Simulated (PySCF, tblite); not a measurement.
# C₇H₁₅B: geometry, infrared bands, NMR shifts, electronic excitations and core binding energies

Aim: predict the infrared bands, NMR shifts, electronic excitations and core binding energies of C₇H₁₅B (`C=CCB(C)CCC`).

Programs: tblite 0.8.0 and PySCF 2.14.0, with density-fitted response routines of our own. Each step states its level of theory. These are calculated values for one molecule in the gas phase, unless marked as measured. Atoms count from 0, in the outputs and in this text.

### Step 1. The molecule as given

23 atoms, charge 0, multiplicity 1; geometry from: force field or distance geometry start.

Bonds of the start (Å): C0–C1 1.33, C1–C2 1.49, C2–B3 1.59, B3–C4 1.61, B3–C5 1.58, C5–C6 1.52, C6–C7 1.52, C0–H8 1.09, C0–H9 1.09, C1–H10 1.08, C2–H11 1.13, C2–H12 1.11, C4–H13 1.13, C4–H14 1.11, C4–H15 1.10, C5–H16 1.13, C5–H17 1.10, C6–H18 1.12, C6–H19 1.09, C7–H20 1.09, C7–H21 1.10, C7–H22 1.12.

### Step 2. Relaxing the molecule with GFN2-xTB

The job: settings as JSON, then the geometry in Å.

```
{"job": {"kind": "relax", "xc": "GFN2-xTB", "basis": "xTB"}, "charge": 0, "multiplicity": 1}
C     -3.118500     1.627000    -0.207800
C     -2.529600     0.565500    -0.760800
C     -1.965200    -0.508600     0.096200
B     -0.399100    -0.719900    -0.103900
C      0.110100    -2.151700     0.417400
C      0.628900     0.476800    -0.073200
C      2.036800    -0.076300     0.013400
C      3.096700     1.007000     0.050500
H     -3.509900     2.383400    -0.887300
H     -3.236100     1.749500     0.869600
H     -2.470400     0.526800    -1.842300
H     -2.426400    -1.475900    -0.275800
H     -2.265100    -0.458700     1.166800
H     -0.458500    -2.935800    -0.159200
H     -0.166900    -2.188800     1.493700
H      1.187300    -2.315700     0.263400
H      0.466600     1.050600     0.886300
H      0.547700     1.136800    -0.947900
H      2.086900    -0.632500     0.985300
H      2.212200    -0.707200    -0.855700
H      3.591800     0.989100     1.027000
H      2.701800     2.007800    -0.191700
H      3.874000     0.677800    -0.681100
```

The run is started by

```bash
$ OMP_NUM_THREADS=1 python probes_run.py task.json out
```

One launch serves the whole session: the jobs run in the order shown.

**Question.** This job is followed by: GFN2-xTB harmonic vibrations, gas phase; PBE0-D3(BJ)/def2-SVP geometry optimisation, gas phase; GIAO PBE0/pcSseg-1 NMR shielding, non-relativistic, gas phase; TDDFT wB97X-D/def2-SVPD, vertical, gas phase, core orbitals frozen in the response; GIAO wB97X-D/pcSseg-1 NMR shielding, non-relativistic, gas phase; delta-SCF UKS SCAN, pcX-2 on the ionised atom, pcseg-1 elsewhere, spin-free X2C. What will the session give for the following? strongest single infrared mode (GFN2-xTB); zero-point energy (GFN2-xTB); point group; rotational constants (main isotopes); ¹³C shifts against TMS (PBE0/pcSseg-1); ¹H shifts against TMS (PBE0/pcSseg-1, means over atoms taken as alike); ¹¹B shifts against BF3·OEt2 (PBE0/pcSseg-1); lowest singlet (wB97X-D/def2-SVPD); brightest single state of those computed; lowest triplet; vertical ionisation energy (ΔSCF); C1s binding energies, SCAN/pcX-2; B1s binding energies, SCAN/pcX-2; range of the shift of B3.

The runs gave:

```
                                                              quantity                                                                           value
                             strongest single infrared mode (GFN2-xTB)                                                           1157 cm⁻¹, 115 km/mol
                                          zero-point energy (GFN2-xTB)                                                                  126.6 kcal/mol
                                                           point group                                                                              C1
                                  rotational constants (main isotopes)                                                            2.48, 1.05, 0.78 GHz
                                ¹³C shifts against TMS (PBE0/pcSseg-1)                                  147.3, 120.4, 41.9, 34.9, 21.4, 19.0, 12.3 ppm
¹H shifts against TMS (PBE0/pcSseg-1, means over atoms taken as alike)                              6.09, 5.21, 5.08, 2.22, 1.30, 1.20, 0.99, 0.87 ppm
                           ¹¹B shifts against BF3·OEt2 (PBE0/pcSseg-1)                                                                        89.0 ppm
                                    lowest singlet (wB97X-D/def2-SVPD)                                                     5.93 eV (209 nm), f = 0.005
                              brightest single state of those computed                                                     state 4, 7.12 eV, f = 0.374
                                                        lowest triplet                                                                         4.42 eV
                                     vertical ionisation energy (ΔSCF)                                                                         9.06 eV
                                      C1s binding energies, SCAN/pcX-2  C7 290.37, C6 290.35, C1 290.29, C2 289.97, C4 289.89, C0 289.75, C5 289.68 eV
                                      B1s binding energies, SCAN/pcX-2                                                                    B3 195.25 eV
                                              range of the shift of B3                                                                85.3 to 89.0 ppm
```

Relaxing lowered the energy by 0.909 eV in 199 steps; the close pair that moved most is C4–H13, from 1.127 to 1.087 Å (GFN2-xTB). No mode is imaginary among the 63: a minimum at this level. The strongest single mode, at 1157 cm⁻¹, is spread over many atoms; the largest shares are those of B3, C5. Unscaled tight-binding wavenumbers are off by several per cent, some by more. Its intensities can rank the bands wrongly. Relaxing lowered the energy by 0.261 eV in 6 steps; the close pair that moved most is C2–B3, from 1.642 to 1.587 Å (PBE0/def2-SVP). The most deshielded carbon is C1 (alkene CH), at 147.3 ppm: the olefinic region. The most deshielded hydrogen is H10 (hydrogen on an alkene CH), at 6.09 ppm: olefinic region. At PBE0/pcSseg-1: The widest tensor belongs to C1: span 250 ppm, with a paramagnetic part of -220 ppm. The orbital energy would give 8.87 eV for ionisation, ΔSCF gives 9.06 eV. C7 (methyl carbon) binds its C1s electron 0.69 eV more tightly than C5 (sp3 CH2 bonded to B). In ppm, B3 moves most: its shift spreads over 3.7 ppm, from 85.3 (wB97X-D/pcSseg-1) to 89.0 (PBE0/pcSseg-1).
